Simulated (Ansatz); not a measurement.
I need a small convex hull of the Pb-O system. Use the Ansatz DFT code, driven from Python. Use (first run): r2SCAN, PAW, cutoff 600 eV, 10×10×8 k-points, cold smearing of 0.02 eV.

The script reads `pbo_pbo_p4_nmm.vasp`:
```text
PbO
1.0
   3.99000000    0.00000000    0.00000000
   0.00000000    3.99000000    0.00000000
   0.00000000    0.00000000    5.01000000
Pb O
2 2
Direct
   0.00000000    0.50000000    0.24000000
   0.50000000    0.00000000    0.76000000
   0.00000000    0.00000000    0.00000000
   0.50000000    0.50000000    0.00000000
```

Contents of `pbo_pbo2_fm_3m.xyz`:
```text
3
Lattice="0.0 2.57 2.57 2.57 0.0 2.57 2.57 2.57 0.0" Properties=species:S:1:pos:R:3 pbc="T T T"
Pb    0.00000000    0.00000000    0.00000000
O     1.28500000    1.28500000    1.28500000
O     3.85500000    3.85500000    3.85500000
```

Contents of `pbo_pb.extxyz`:
```text
1
Lattice="0.0 2.47502 2.47502 2.47502 0.0 2.47502 2.47502 2.47502 0.0" Properties=species:S:1:pos:R:3 pbc="T T T"
Pb    0.00000000    0.00000000    0.00000000
```

Contents of `pbo_o2.vasp`:
```text
O
1.0
   9.00000000    0.00000000    0.00000000
   0.00000000    9.50000000    0.00000000
   0.00000000    0.00000000   10.00000000
O
2
Direct
   0.50000000    0.50000000    0.43850000
   0.50000000    0.50000000    0.56150000
```

`hull.py`
```python
"""Convex hull of a few Pb-O phases, after relaxing atoms and volume at fixed cell shape."""

from collections import Counter

import ansatz as az
from ase.io import read
import pandas as pd
from pymatgen.analysis.phase_diagram import PDEntry, PhaseDiagram
from pymatgen.core import Composition

POLARISED = {"O2"}

GASES = {"O2"}


def ground_state(name, crystal):
    calc = (
        crystal.calculation()
        .functional(az.Functional.R2SCAN)
        .basis(600)
        .kpoints(spacing=0.16)
        .occupations("cold", width=0.02)
    )
    if name in POLARISED:
        calc = calc.spin("collinear")
    if name in GASES:
        return calc.kpoints(1, 1, 1).relax(force_tolerance=0.01).run(threads=1, pin="off")
    calc = calc.relax(force_tolerance=0.01, fix_cell=["shape"])
    return calc.run(threads=1, pin="off")


def counts(outcome):
    return Counter(site.symbol for site in outcome.lattice.sites)

phases = {}
atoms = read("pbo_pbo_p4_nmm.vasp", format="vasp")
pbo_p4_nmm = az.Crystal.from_ase(atoms)
phases["PbO P4/nmm"] = pbo_p4_nmm
pbo2_fm_3m = az.Crystal.from_extxyz("pbo_pbo2_fm_3m.xyz")
phases["PbO2 Fm-3m"] = pbo2_fm_3m
pb = az.Crystal.from_extxyz("pbo_pb.extxyz")
phases["Pb"] = pb
atoms = read("pbo_o2.vasp", format="vasp")
o2 = az.Crystal.from_ase(atoms).moments(O=1.0)
phases["O2"] = o2

done = {}
for name, crystal in phases.items():
    done[name] = ground_state(name, crystal)
    print(f"{name}: {done[name].report['energy_sigma0_ev']:.4f} eV, {len(done[name].lattice.sites)} atoms")

entries = [PDEntry(Composition(dict(counts(o))), o.report["energy_sigma0_ev"], name=name) for name, o in done.items()]
diagram = PhaseDiagram(entries)
rows = [(e.name, e.composition.get_atomic_fraction("O"), diagram.get_form_energy_per_atom(e), diagram.get_e_above_hull(e)) for e in entries]
rows.sort(key=lambda row: row[1])
print(pd.DataFrame(rows, columns=["phase", "x(O)", "E_form (eV/atom)", "above hull (eV/atom)"]).round(4).to_string(index=False))
print("on the hull of these phases:", ", ".join(row[0] for row in rows if row[3] < 1e-6))
```

```console
$ python hull.py
PbO P4/nmm: -24978.6628 eV, 4 atoms
PbO2 Fm-3m: -13055.3613 eV, 3 atoms
Pb: -11920.8589 eV, 1 atoms
O2: -1131.9722 eV, 2 atoms
     phase   x(O)  E_form (eV/atom)  above hull (eV/atom)
        Pb 0.0000            0.0000                   0.0
PbO P4/nmm 0.5000           -1.2432                   0.0
PbO2 Fm-3m 0.6667           -0.8434                   0.0
        O2 1.0000            0.0000                   0.0
on the hull of these phases: Pb, PbO P4/nmm, PbO2 Fm-3m, O2
```

Reading the output:
- Total energies depend on the potentials; only differences at equal settings carry meaning.
- Other magnetic orders than the one started from may lie lower.
- For the metals among these phases the mesh is modest: differences between phases can be off by up to 40 meV an atom.
- Atoms and volume are relaxed with the cell's shape held, which in cells of lower than cubic symmetry can hide stresses and shift volumes.
- Of the deposited cell: the entry's cell lengths or inner coordinates differ somewhat from later room-temperature determinations.
- Spin-orbit coupling, which matters for elements this heavy, is left out.
- r2SCAN tends to overestimate the moments of itinerant magnets.
- The cells come from databases of deposited and of computed structures, and not all need be stable phases.
- Differences under 10 to 15 meV an atom lie within the error of mesh and functional, so such verdicts may flip; only the cells listed enter the hull.
- Wall time of the script: 7.4 min on 1 thread of Arm Neoverse V2, with other jobs on the host, peak memory 2.4 GiB.
